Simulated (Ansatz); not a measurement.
**GaPH₂ (singlet): wave-function methods side by side at a displaced geometry (v1), cc-pVDZ**

One table from this session's results is given with a row withheld; the runs are named, their logs left out.

The runs use Ansatz 0.2.0, Gaussian basis; cc-pVDZ, core rule «outside noble gas», up to 19 orbitals frozen.

Plan: UHF; CCSD(T) on RHF; CCSD(T) on UHF; BCCD(T) on RHF; CISD; CCSDT(Q) on RHF; CCSDT(Q) on UHF.

26 further runs of the same task are left out: 10 for a known fault of the program, 5 that didn't finish, 11 set aside as unsound or not needed.

## The geometry

The geometry is a PBE0/def2-TZVP stationary point (not a proven minimum) with its atoms shifted at random (size 0.040 Å). No spin-orbit coupling is included. The filled d shell of Ga may be among the frozen orbitals whatever the setting's name suggests; the logs give the count.

4 atoms, charge 0, spin multiplicity 1.

Atoms are counted from 1 here; the program's logs count them from 0.

Bond lengths: P1–Ga2 2.217 Å, Ga2–H3 1.537 Å, Ga2–H4 1.570 Å. Angles: P1–Ga2–H3 121.8°, P1–Ga2–H4 119.0°, H3–Ga2–H4 119.2°.

Set-up of the first run:

File in.yaml:

```yaml
crystal:
  periodic: [false, false, false]
  atoms:
    - {symbol: P, position_ang: [0.000649, 0.010727, 1.563908]}
    - {symbol: Ga, position_ang: [-0.000184, -0.005416, -0.653147]}
    - {symbol: H, position_ang: [0.047780, -1.316659, -1.453861]}
    - {symbol: H, position_ang: [-0.054997, 1.361633, -1.424059]}
basis:
  gaussian: {orbitals: cc-pVDZ}
magnetization: {spin_polarized: true, initial_magnetization: 0}
hamiltonian: {xc: hf}
output: {orbitals: {seedname: orbitals}}
```

Started as:

```sh
ansatz run in.yaml --threads 1 --pin off --events-out ev --progress --plain --max-ram 2393MiB
```

Steps of the session up to this table: UHF; CCSD(T) on RHF; CCSD(T) on UHF; BCCD(T) on RHF; CISD; CCSDT(Q) on RHF; CCSDT(Q) on UHF.

One of the session's tables, all rows but one given; the rest of the session is left out.

```
   method  from RCCSDT(Q) (kcal/mol)
      RHF                    +127.75
      UHF                    +105.72
     RMP2                     +31.02
     UMP2                     +20.02
    RCCSD                      +5.27
    UCCSD                      -4.88
 RCCSD(T)                      +1.50
 UCCSD(T)                      -8.78
  BCCD(T)                      +1.50
   RCCSDT                      +0.42
   UCCSDT                          ?
RCCSDT(Q)                          0
UCCSDT(Q)                     -16.29
```

Estimate the missing values for UCCSDT.

The run gave: from RCCSDT(Q) (kcal/mol): -14.75. In the column «from RCCSDT(Q) (kcal/mol)» it lies between UCCSDT(Q) (-16.29) and UCCSD(T) (-8.78).

Not comparable, so not listed: CISD (they don't share determinant, frozen orbitals or solution with the rows shown, or repeat one).

To keep in mind: The determinant is far from a pure spin state, so its energy mixes those of several spin states (harmless only where they are near-degenerate, as at dissociation). The program flags UCCSD(T), UCCSDT(Q) as in doubt, so those rows may rest on another solution; read them beside their warnings. Warnings: restricted reference is unstable; spin contamination; large T1 diagnostic. Restricted and unrestricted rows rest on different reference determinants; where their highest levels disagree by more than a few hundredths of an eV, they describe different states and don't form one ladder.
